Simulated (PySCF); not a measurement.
# BrH6OPSi2: the cost of one run

The runs use PySCF 2.14.0, with density-fitted response routines of our own; the level of theory stands in each step. All values are computed, except where a source is named. Atoms count from 0, in the outputs and in this text.

## 1. The molecule as given

11 atoms, charge 0, multiplicity 1; geometry from: GFN2-xTB. The atoms were then displaced at random by about 0.01 Å, so the start is not that level's minimum.

Bonds of the start (Å): P0–Si1 2.26, Si1–O2 1.64, O2–Si3 1.55, Si3–Br4 2.22, P0–H5 1.36, P0–H6 1.39, Si1–H7 1.47, Si1–H8 1.44, Si3–H9 1.47, Si3–H10 1.47.

## 2. Relaxing the molecule at PBE0-D3(BJ)/def2-SVP

What the job is given:

```
{"job": {"xc": "PBE0", "basis": "def2-SVP", "d3": "d3bj", "grid": 1, "shake": 0.01, "kind": "geom"}, "charge": 0, "multiplicity": 1}
P      2.449460    -0.610900     0.765280
Si     0.813080     0.481070    -0.347330
O     -0.565880    -0.117090     0.303610
Si    -2.112850    -0.137600     0.452770
Br    -2.990530     0.377310    -1.516220
H      2.496140    -1.664020    -0.101240
H      3.459130     0.079920     0.108600
H      0.856050     1.922970    -0.050700
H      0.715290     0.262340    -1.767150
H     -2.566790     0.895870     1.387020
H     -2.514980    -1.515700     0.749680
```

Command:

```sh
$ OMP_NUM_THREADS=1 python probes_run.py task.json out
```

This one command runs all jobs of the session in turn.

Q: Estimate the wall time and peak memory of this first job on 1 thread of Arm Neoverse V1, shared host.

About 96 s, with a peak of 0.54 GiB.
